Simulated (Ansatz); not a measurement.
I need a ladder of methods at one geometry of BFH4OSSi, SMILES FB(S)O[SiH3]. Use the Ansatz DFT code, driven from Python. Settings (for the species named): HSE06, cc-pVDZ basis, multiplicity 1. The script varies functional: hse06, revpbe, cam_b3lyp, r2scan.

Input file `bfh4ossi.xyz`:
```text
9

F     1.00620   -2.04040   -0.78820
B     0.98680   -0.56430   -0.62370
S     2.42380    0.23850    0.23710
O     0.02500    0.28390   -1.22930
Si   -1.28270    0.40980   -0.05390
H     1.81270    0.19020    1.49940
H    -2.36080    1.22290   -0.57930
H    -1.76580   -0.89570    0.31640
H    -0.75670    1.10880    1.20450
```

Script `methods_bfh4ossi.py`:
```python
# -*- coding: utf-8 -*-
"""One geometry of BFH4OSSi, method by method."""

from pathlib import Path

import ansatz as az
import numpy as np


def main():
    system = az.Crystal.molecule_from_extxyz("bfh4ossi.xyz")

    calc = system.calculation().basis(gaussian="cc-pVDZ")

    print("functional    E (Ha)        dipole (D)   HOMO (eV)  LUMO (eV)")
    for name in ["hse06", "revpbe", "cam_b3lyp", "r2scan"]:
        report = calc.functional(name).forces().orbitals().run(threads=1, backend="cpu", runs_dir="runs").report
        lines = Path(report["orbitals_path"]).read_text().splitlines()
        field_of = lambda key: [line.split("=")[1].strip() for line in lines if line.startswith(key)]
        orbitals = [(27.211386 * float(e), s, float(n)) for e, s, n in zip(field_of("Ene="), field_of("Spin="), field_of("Occup="))]
        homo = max(e for e, _, n in orbitals if n > 0.5)
        lumo = min(e for e, _, n in orbitals if n < 0.5)
        dipole = 4.803205 * np.linalg.norm(report["charge_distribution"]["dipole_moment_e_ang"])
        print(f"{name:10s} {report['free_energy_ev'] / 27.211386246:14.6f} {dipole:9.3f} {homo:11.3f} {lumo:10.3f}")


if __name__ == "__main__":
    main()
```

`python methods_bfh4ossi.py` gives:
```text
functional    E (Ha)        dipole (D)   HOMO (eV)  LUMO (eV)
hse06         -889.631128     2.759      -6.965     -1.807
revpbe        -889.926763     2.529      -5.963     -2.268
cam_b3lyp     -890.074410     2.754      -8.675     -0.160
r2scan        -889.981274     2.689      -6.368     -2.104
```

Total energies depend on the basis set; only differences at equal settings carry meaning. The geometry is a force-field or estimated start, not a minimum of this method, and the basis set is short of its limit. A lower total doesn't mark the better method: functionals have no common bound, and MP2 and coupled cluster aren't variational. Levels such as HOMO and LUMO are orbital energies: with these approximate functionals they aren't the ionisation energy and electron affinity, and their gap isn't the fundamental gap. For Al to Cl the sets with a tight d function, cc-pV(X+d)Z, are usual. hse06 follows the composition of plane-wave codes, whose totals differ by tens of mHa, up to about 0.1 Ha, from the form usual in Gaussian-basis programs (wpbeh). Run time: 16 s on 1 thread of Intel(R) Xeon(R) 6975P-C (Granite Rapids), on a shared host, peak memory 0.3 GiB.

(A comment or docstring line of the script was reworded after the run, the code is as it ran; lines on the test bed's own set-up are left out of the output.)
